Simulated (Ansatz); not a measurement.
Predict the output of the script below (the Python package of Ansatz (0.2.0)).

`limg_robust.py`
```python
# -*- coding: utf-8 -*-
'''Refuse a result for LiMg that has doubts or was not closed by its thresholds.'''

import warnings

import ansatz as az
from ase import Atoms

atoms = Atoms(
    ['Li', 'Mg'],
    scaled_positions=[
        (0.0, 0.0, 0.0),
        (0.5, 0.5, 0.5),
    ],
    cell=[
        (3.378185, 0.0, 0.0),
        (0.0, 3.378185, 0.0),
        (0.0, 0.0, 3.55261),
    ],
    pbc=True,
)
cell = az.Crystal.from_ase(atoms)

job = cell.calculation()
job = job.functional(az.Functional.R2SCAN)
job = job.pseudopotentials('paw').basis(19 * az.Ha)
job = job.kpoints(density=3.1)
job = job.occupations(az.OccupationsMethod.FERMI_DIRAC, width=0.15)

with warnings.catch_warnings(record=True) as caught:
    warnings.simplefilter('always')
    done = job.forces().stress().run()
for item in caught:
    if issubclass(item.category, (az.RunWarning, az.DeckWarning)):
        print(item.category.__name__, '-', str(item.message)[:120])
rep = done.report
doubts = rep['published_state_doubts']
if doubts or rep.get('closed_by') != 'deck_thresholds':
    print('rejected:', doubts, rep.get('closed_by'))
else:
    print(f'accepted: F = {rep["free_energy_ev"]:.5f} eV')
```

Running `python limg_robust.py` prints:
```text
accepted: F = -2131.63543 eV
```

Reading the output:
- Total energies depend on the potentials; only differences at equal settings carry meaning. A total without «per atom» is that of the cell as typed.
- For a metal this k-point mesh is coarse: on a finer one energies can move by several to tens of meV an atom and pressures by half a GPa or more, differences at one mesh by less.
- A Fermi-Dirac width this large means warm electrons, whose thermal share enters the free energy.
- The structure comes from a database of computed cells and needn't be a stable or known phase.
- Timing: 2.1 s on 1 thread of Intel(R) Xeon(R) 6975P-C (Granite Rapids) (shared host), peak memory 0.48 GiB.

(A comment or docstring line of the script was reworded after the run, the code is as it ran.)
